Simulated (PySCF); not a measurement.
**Sn²⁺: dipole response in aug-cc-pV5Z-PP with ECP28**

Aim: the static polarisability and the C₆ coefficient of Sn²⁺, method by method.

The numbers are computed with PySCF 2.14.0 (unrestricted determinants in a Gaussian basis, no spin-orbit coupling in the energies), except any that are marked as measured or tabulated.

## Step 1: The atom as given

| Property | Result |
| --- | --- |
| Element | tin (Z = 50) |
| Basis | aug-cc-pV5Z-PP with ECP28MDF |
| Hamiltonian | a scalar-relativistic core potential |
| State 1 | Sn²⁺: [Kr] 4d10 5s2, closed-shell 1S |
| Methods | UHF, PBE, PBE0 |

Outer shells as boxes (Hund's rule):

Sn2+ [Kr] 4d10 5s2
```
[Kr] core
4d [↑↓][↑↓][↑↓][↑↓][↑↓]
5s [↑↓]
```

The runs were made by one driver on top of PySCF. The scripts below sum up each run's settings (the driver also hands on starting orbitals that pick excited configurations, and frozen orbitals as a list rather than a count), and the logs come from the driver's own runs. The driver starts from symmetry-adapted Hartree-Fock orbitals, holds the occupation by maximum overlap and uses a logarithmic radial grid for functionals, so a plain start would take other cycles.

The integrals over 139 functions and the set-up took 19 s of CPU time.

## Step 2: Sn²⁺

#### UHF

The input, input.py:

```python
from pyscf import gto, scf, dft, mp, cc
import basis_set_exchange as bse
txt = bse.get_basis("aug-cc-pV5Z-PP", elements=["Sn"], fmt="nwchem", header=False)
cut = txt.index("\nECP")
mol = gto.M(atom="Sn 0 0 0", charge=2, spin=0, symmetry="D2h",
            basis=gto.basis.parse(txt[:cut]),
            ecp={"Sn": gto.basis.parse_ecp(txt[cut:])})
mf = scf.UHF(mol)
mf.irrep_nelec = {'Ag': (4, 4), 'B1g': (1, 1), 'B2g': (1, 1), 'B3g': (1, 1), 'B1u': (1, 1), 'B2u': (1, 1), 'B3u': (1, 1)}
mf.kernel()
```

What it wrote:

```text
damping factor = 0
level_shift factor = 0
DIIS = <class 'pyscf.scf.diis.CDIIS'>
diis_start_cycle = 1
diis_space = 10
diis_damp = 0
SCF conv_tol = 1e-09
SCF conv_tol_grad = None
number electrons alpha = 10  beta = 10
cycle= 1 E= -212.583489631306  delta_E= -1.88e-10  |g|= 3.42e-06  |ddm|= 7.22e-05
converged SCF energy = -212.583489631306  <S^2> = -3.5527137e-15  2S+1 = 1
```

It used 32 s of CPU time after the integrals (shared host).

Orbital energies by shell (radii are means over both spins):

```csv
shell,electrons,mean orbital energy (eV),spread (eV),rms radius (bohr)
4s,2,-176.88,0,0.879
4p,6,-127.47,0,0.953
4d,10,-52.994,0,1.17
5s,2,-28.789,0,2.42
```

⟨S²⟩ = 0.000, ⟨L²⟩ = 0.00.

The driver then solved the coupled dipole response at imaginary frequencies: mean α = 17.79 bohr³, C₆ = 100.0 au for a like pair.

Energies and moments cover only the electrons outside the core potential.

#### PBE

input.py, as changed from the run before:

```diff
@@ -7,3 +7,3 @@
             ecp={"Sn": gto.basis.parse_ecp(txt[cut:])})
-mf = scf.UHF(mol)
+mf = dft.UKS(mol, xc="PBE")
 mf.irrep_nelec = {'Ag': (4, 4), 'B1g': (1, 1), 'B2g': (1, 1), 'B3g': (1, 1), 'B1u': (1, 1), 'B2u': (1, 1), 'B3u': (1, 1)}
```

What it wrote:

```text
damping factor = 0
level_shift factor = 0
DIIS = <class 'pyscf.scf.diis.CDIIS'>
diis_start_cycle = 1
diis_space = 10
diis_damp = 0
SCF conv_tol = 1e-09
SCF conv_tol_grad = None
number electrons alpha = 10  beta = 10
XC functionals = PBE
    J. P. Perdew, K. Burke, and M. Ernzerhof.,  Phys. Rev. Lett. 77, 3865 (1996)
    J. P. Perdew, K. Burke, and M. Ernzerhof.,  Phys. Rev. Lett. 78, 1396 (1997)
    J. P. Perdew, K. Burke, and M. Ernzerhof.,  Phys. Rev. Lett. 77, 3865 (1996)
    J. P. Perdew, K. Burke, and M. Ernzerhof.,  Phys. Rev. Lett. 78, 1396 (1997)
cycle= 1 E= -213.4605872748  delta_E= -0.0087  |g|= 0.0556  |ddm|= 1.05
cycle= 2 E= -213.460590826748  delta_E= -3.55e-06  |g|= 0.0545  |ddm|= 0.275
cycle= 3 E= -213.461099147364  delta_E= -0.000508  |g|= 0.000487  |ddm|= 0.151
cycle= 4 E= -213.461099203525  delta_E= -5.62e-08  |g|= 5.67e-05  |ddm|= 0.00154
cycle= 5 E= -213.46109920426  delta_E= -7.35e-10  |g|= 9.09e-08  |ddm|= 0.000164
converged SCF energy = -213.46109920426  <S^2> = -7.1054274e-15  2S+1 = 1
```

CPU time 11 s on a shared host, the integrals not counted.

The driver then solved the coupled dipole response at imaginary frequencies: mean α = 14.64 bohr³, C₆ = 80.10 au for a like pair.

#### PBE0

input.py, as changed from the run before:

```diff
@@ -7,3 +7,3 @@
             ecp={"Sn": gto.basis.parse_ecp(txt[cut:])})
-mf = dft.UKS(mol, xc="PBE")
+mf = dft.UKS(mol, xc="PBE0")
 mf.irrep_nelec = {'Ag': (4, 4), 'B1g': (1, 1), 'B2g': (1, 1), 'B3g': (1, 1), 'B1u': (1, 1), 'B2u': (1, 1), 'B3u': (1, 1)}
```

What it wrote:

```text
damping factor = 0
level_shift factor = 0
DIIS = <class 'pyscf.scf.diis.CDIIS'>
diis_start_cycle = 1
diis_space = 10
diis_damp = 0
SCF conv_tol = 1e-09
SCF conv_tol_grad = None
number electrons alpha = 10  beta = 10
XC functionals = PBE0
    C. Adamo and V. Barone.,  J. Chem. Phys. 110, 6158 (1999)
    M. Ernzerhof and G. E. Scuseria.,  J. Chem. Phys. 110, 5029 (1999)
cycle= 1 E= -213.466884604055  delta_E= -0.00511  |g|= 0.0299  |ddm|= 0.755
cycle= 2 E= -213.466952871373  delta_E= -6.83e-05  |g|= 0.0223  |ddm|= 0.177
cycle= 3 E= -213.467037506892  delta_E= -8.46e-05  |g|= 0.00125  |ddm|= 0.065
cycle= 4 E= -213.467037780074  delta_E= -2.73e-07  |g|= 9.58e-06  |ddm|= 0.00453
cycle= 5 E= -213.467037780094  delta_E= -2.03e-11  |g|= 4.79e-07  |ddm|= 3.14e-05
converged SCF energy = -213.467037780094  <S^2> = -7.1054274e-15  2S+1 = 1
```

CPU time 31 s on a shared host, the integrals not counted.

The driver then solved the coupled dipole response at imaginary frequencies: mean α = 15.36 bohr³, C₆ = 84.46 au for a like pair.

Radial density 4πr²ρ of Sn²⁺ at UHF, the electrons outside the core potential:

```
r (bohr)   density
 0.00374  1.17e-05
 0.00629  2.95e-05
  0.0106  7.00e-05
  0.0178  0.000148
  0.0299  0.000274
  0.0503  0.000481
  0.0847   0.00152
   0.142    0.0135
   0.240     0.207
   0.403      3.67
   0.678      20.7
    1.14      14.3
    1.92      2.75
    3.23     0.416
    5.42   0.00711
```

## Step 3: Polarisabilities and C₆

Sn²⁺, in atomic units:

| method | mean α | C₆ (like pair) | S(−4) |
| --- | --- | --- | --- |
| UHF | 17.79 | 100.0 | 134.9 |
| PBE | 14.64 | 80.10 | 84.60 |
| PBE0 | 15.36 | 84.46 | 95.12 |

α(iu) at PBE0:

```csv
u (hartree),α(iu) (bohr³)
0,15.36
0.0500,15.13
0.100,14.47
0.200,12.41
0.300,10.18
0.500,6.859
0.750,4.625
1.00,3.437
1.50,2.230
2.00,1.610
3.00,0.9660
5.00,0.4530
```

## Step 4: Results

| quantity | value |
| --- | --- |
| α of Sn²⁺ | 14.64 (PBE) to 17.79 (UHF) bohr³ |

In words: A single London oscillator with the computed α and C₆ of Sn²⁺ at UHF would have ω = 4 C₆ / (3 α²) = 0.421 hartree. The basis is finite, and no extrapolation was made.
